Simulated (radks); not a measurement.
# Sn⁴⁺ in [Kr] 4d10: an all-electron calculation

An exercise on one series of results from a longer session: the logs are not shown, and one member is left open.

Program: radks (a radial shooting solver on a logarithmic mesh, Libxc functionals) version 1. Level of theory: scalar-relativistic Kohn-Sham, PBE, spin-polarised, spherical densities, point nucleus. These are calculated values, not measurements, unless marked.

### What is computed

| Item | Value |
| --- | --- |
| element | tin (Z = 50) |
| charge | +4 |
| electrons | 46 |
| configuration | [Kr] 4d10 |

The outer shells:

Sn⁴⁺
```
[Kr] core
4d [↑↓][↑↓][↑↓][↑↓][↑↓]
```

Set-up of the first run:

Input:

```text
Z 50
configuration [Kr] 4d10
relativity scalar-relativistic
functional pbe,pbe
spin polarised
nucleus point
c 137.035999084
```

One table of the session follows, with a row left open; its other results are not shown here.

It belongs to the step «Orbitals and density». Radial moments (bohr):

```
level      <r>  outermost maximum (interpolated)  90 % within  nodes
   1s  0.02905                            0.0188       0.0522      0
   2s   0.1255                             0.106        0.194      1
   2p   0.1096                            0.0849        0.178      0
   3s   0.3393                             0.308        0.499      2
   3p   0.3377                             0.301        0.507      1
   3d        ?                                 ?            ?      ?
   4s   0.8178                             0.746         1.18      3
   4p   0.8834                             0.788         1.30      2
   4d    1.069                             0.884         1.64      1
```

**Question.** Estimate the row for 3d.

The run gave: <r>: 0.3146; outermost maximum (interpolated): 0.251; 90 % within: 0.496; nodes: 0. In the column «<r>» it lies between 2s (0.1255) and 3p (0.3377).
